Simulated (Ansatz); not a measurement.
# Li2Pd: energy and pressure over a range of volumes

One table from this session's results is given with a row withheld; the runs are named, their logs left out.

Program: Ansatz 0.2.0. Level of theory: DFT LDA, scalar-relativistic. These are calculated values, not measurements.

## The system as given

It takes space group P6/mmm (No. 191, hexagonal). The conventional cell has a = 4.227 Å, b = 4.227 Å, c = 2.732 Å, α = 90.00°, β = 90.00°, γ = 120.00°. Li (site symmetry -6m2) is surrounded by 5 Li at 2.44 to 2.73 Å and 6 Pd at 2.80 Å. Pd (site symmetry 6/mmm) has 2 Pd at 2.73 Å and 12 Li at 2.80 Å as nearest neighbours.

Structure file:

```
CELL_PARAMETERS angstrom
4.22670 0.00000 0.00000
-2.11335 3.66043 0.00000
0.00000 0.00000 2.73190
ATOMIC_POSITIONS crystal
Li 0.33333 0.66667 0.50000
Li 0.66667 0.33333 0.50000
Pd 0.00000 0.00000 0.00000
```

The structure is an experimental refinement, used without relaxation.

Atoms are numbered in the order of the input: Li1, Li2, Pd3.

The first run:

The input, input.yaml:

```yaml
crystal:
  lattice:
    - [4.1404167863, 0.0, 0.0]
    - [-2.0702083932, 3.5857061193, 0.0]
    - [0.0, 0.0, 2.6761312904]
  atoms:
    - { symbol: Li, position: [0.3333333333, 0.6666666667, 0.5] }
    - { symbol: Li, position: [0.6666666667, 0.3333333333, 0.5] }
    - { symbol: Pd, position: [0.0, 0.0, 0.0] }
kpoints:
  mp_grid: { grid: [11, 11, 15] }
  band_path:
    path:
      - [0.0, 0.0, 0.0]
      - [0.5, 0.0, 0.0]
      - [0.3333333333, 0.3333333333, 0.0]
      - [0.0, 0.0, 0.0]
      - [0.0, 0.0, 0.5]
      - [0.5, 0.0, 0.5]
      - [0.3333333333, 0.3333333333, 0.5]
      - [0.0, 0.0, 0.5]
      - [0.5, 0.0, 0.5]
    npoints: 5
scf:
  occupations: { method: fermi_dirac, width: 0.08 }
hamiltonian:
  xc: lda
  pseudopotentials: { kind: all_electron, lapw: { basis_error: 0.0005 } }
output:
  forces: true
  stress: true
  eigenvalues: true
```

On the command line:

```sh
> ansatz run input.yaml --threads 1 --pin off --max-ram 4096MiB --backend cpu --events-out ev --progress --plain --runs-dir out
```

Steps of the session up to this table: Volume × 0.94, LAPW; Volume × 0.94, PAW; Volume × 0.94, crystal datasets; Volume × 0.98, LAPW; Volume × 0.98, PAW; Volume × 0.98, crystal datasets; Volume × 1.01, LAPW; Volume × 1.01, PAW; Volume × 1.01, crystal datasets; Volume × 1.04, LAPW; Volume × 1.04, PAW; Volume × 1.04, crystal datasets.

One table of the session follows, with a row left open; its other results are not shown here.

| method | volume (Å³/atom) | pressure (GPa) |
| --- | --- | --- |
| LAPW | 13.244 | -1.86 |
| LAPW | 13.807 | -4.04 |
| LAPW | 14.089 | -4.95 |
| LAPW | 14.230 | -5.36 |
| LAPW | 14.652 | -6.47 |
| PAW | 13.244 | -1.87 |
| PAW | 13.807 | -4.04 |
| PAW | 14.089 | -4.94 |
| PAW | 14.230 | -5.36 |
| PAW | 14.652 | ? |
| crystal datasets | 13.244 | -1.86 |
| crystal datasets | 13.807 | -4.04 |
| crystal datasets | 14.089 | -4.94 |
| crystal datasets | 14.230 | -5.36 |
| crystal datasets | 14.652 | -6.47 |

Q: Estimate the row for PAW, 14.652 from the others.

As computed: pressure (GPa): -6.46. In the column «pressure (GPa)» it lies between crystal datasets, 14.652 (-6.47) and LAPW, 14.230 (-5.36).

To keep in mind: Warnings in the runs' records: gradients without spin orbit, crystal datasets made.
